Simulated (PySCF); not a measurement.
**[Ce(PH3)2]3+: forces at shaken geometries**

How stiff is [Ce(PH3)2]3+? Its atoms are displaced at random by several amounts. It is a constructed species; whether it can be made isn't addressed.

Method: PBE, Ce lcecp-1-SVP with ECP47, P def2-SVP, H def2-SVP; scalar-relativistic core potentials, no spin–orbit coupling; program: PySCF 2.14.0.

3 further runs of the same task are left out: 2 for a known fault of the program, 1 that didn't finish.

**1. The system as given**

9 atoms, charge 3, spin multiplicity 1.

Bond lengths: Ce1–P2 3.067 Å, Ce1–P6 3.067 Å, P2–H3 1.435 Å, P2–H4 1.435 Å, P2–H5 1.434 Å, P6–H7 1.435 Å, P6–H8 1.434 Å, P6–H9 1.435 Å. Angles: P2–Ce1–P6 117.5°, Ce1–P2–H3 113.2°, Ce1–P2–H4 113.3°, Ce1–P2–H5 115.6°, H3–P2–H4 104.4°, H3–P2–H5 104.6°, H4–P2–H5 104.6°, Ce1–P6–H7 113.2°, Ce1–P6–H8 115.6°, Ce1–P6–H9 113.3°, H7–P6–H8 104.6°, H7–P6–H9 104.4°, H8–P6–H9 104.6°.

Coordinates:

```xyz
9

Ce    1.0386    0.9586    0.0000
P    -0.1457   -0.1028    2.6223
H     0.8485   -0.3886    3.6172
H    -1.0330    0.8269    3.2611
H    -0.9075   -1.3132    2.5128
P    -0.1457   -0.1028   -2.6223
H     0.8485   -0.3886   -3.6172
H    -0.9075   -1.3132   -2.5128
H    -1.0330    0.8269   -3.2611
```

Formal oxidation states: Ce +3. Each metal's 1 4f electrons lie in its core potential, so multiplicities, spins and levels count the valence alone. An earlier session relaxed this geometry at PBE, Ce lcecp-1-SVP with ECP47, P def2-SVP, H def2-SVP (singlet, point group Cs).

Its energy there is -716.826767 Eh.

**2. Atoms moved at random, σ = 0.1 Å**

run.py (the lines that set the calculation)

```python
mol = gto.M(atom='''
Ce     1.14084     0.91284    -0.04117
P     -0.20476    -0.24784     2.66267
H      0.68455    -0.23861     3.70412
H     -1.19192     0.82751     3.34681
H     -0.88037    -1.17658     2.33777
P      0.03911    -0.14179    -2.68256
H      0.95916    -0.40302    -3.53295
H     -0.93887    -1.38777    -2.63671
H     -1.04441     0.85866    -3.15797''',
    basis={'Ce': 'lcecp-1-SVP', 'P': 'def2-SVP', 'H': 'def2-SVP'},
    ecp={'Ce': 'lcecp-1-SVP'},
    charge=3, spin=0)
mf = dft.RKS(mol, xc='PBE')
mf.grids.atom_grid = (50, 194)  # f atoms: unpruned, at least (60, 302)
mf = mf.density_fit()  # fitting sets: Ce AutoAux, P def2-universal-JKFIT, H def2-universal-JKFIT
mf.conv_tol = 1e-08; mf.max_cycle = 55
mf.kernel(dm0)  # dm0: the density of the relaxed state
```

Run with:

```bash
$ OMP_NUM_THREADS=2 python run.py
```

**3. Atoms moved at random, σ = 0.1 Å**

run.py (the lines that set the calculation)

```python
mol = gto.M(atom='''
Ce     0.91576     0.95955     0.02251
P     -0.23335    -0.02023     2.84210
H      0.87714    -0.39201     3.49043
H     -0.95649     0.82037     3.34352
H     -0.88412    -1.32754     2.26111
P      0.06998    -0.17198    -2.60392
H      0.72888    -0.39189    -3.62934
H     -0.77212    -1.36724    -2.54818
H     -1.18235     0.89439    -3.17823''',
    basis={'Ce': 'lcecp-1-SVP', 'P': 'def2-SVP', 'H': 'def2-SVP'},
    ecp={'Ce': 'lcecp-1-SVP'},
    charge=3, spin=0)
mf = dft.RKS(mol, xc='PBE')
mf.grids.atom_grid = (50, 194)  # f atoms: unpruned, at least (60, 302)
mf = mf.density_fit()  # fitting sets: Ce AutoAux, P def2-universal-JKFIT, H def2-universal-JKFIT
mf.conv_tol = 1e-08; mf.max_cycle = 55
mf.kernel(dm0)  # dm0: the density of the relaxed state
```

**4. Atoms moved at random, σ = 0.1 Å**

run.py (the lines that set the calculation)

```python
mol = gto.M(atom='''
Ce     1.18728     0.86779    -0.04858
P     -0.09554    -0.20990     2.59284
H      0.68074    -0.50025     3.63578
H     -1.17748     0.89134     3.18443
H     -0.86020    -1.21783     2.50873
P     -0.08918    -0.14315    -2.52578
H      0.85502    -0.46712    -3.63242
H     -0.98536    -1.05916    -2.36438
H     -0.95196     0.84170    -3.35062''',
    basis={'Ce': 'lcecp-1-SVP', 'P': 'def2-SVP', 'H': 'def2-SVP'},
    ecp={'Ce': 'lcecp-1-SVP'},
    charge=3, spin=0)
mf = dft.RKS(mol, xc='PBE')
mf.grids.atom_grid = (50, 194)  # f atoms: unpruned, at least (60, 302)
mf = mf.density_fit()  # fitting sets: Ce AutoAux, P def2-universal-JKFIT, H def2-universal-JKFIT
mf.conv_tol = 1e-08; mf.max_cycle = 55
mf.kernel(dm0)  # dm0: the density of the relaxed state
```

Before running it: what results should come out? Wanted: for each run, σ; energy rise; harmonic estimate −½ F·u; largest force component.

**Answer**, as computed:

| σ (Å) | energy rise (eV) | harmonic estimate −½ F·u (eV) | largest force component (eV/Å) |
| --- | --- | --- | --- |
| 0.1 | 2.148 | 2.202 | 9.95 |
| 0.1 | 2.513 | 2.517 | 6.75 |
| 0.1 | 1.367 | 1.318 | 6.30 |

Every displacement raises the energy. For a harmonic well the rise equals −½ F·u; the two differ by at most 4 % here (a move with σ = 0.1 Å), from anharmonicity, the grid and the small forces left at the relaxed point. The bases are small and lack diffuse functions. Spin–orbit coupling is left out.
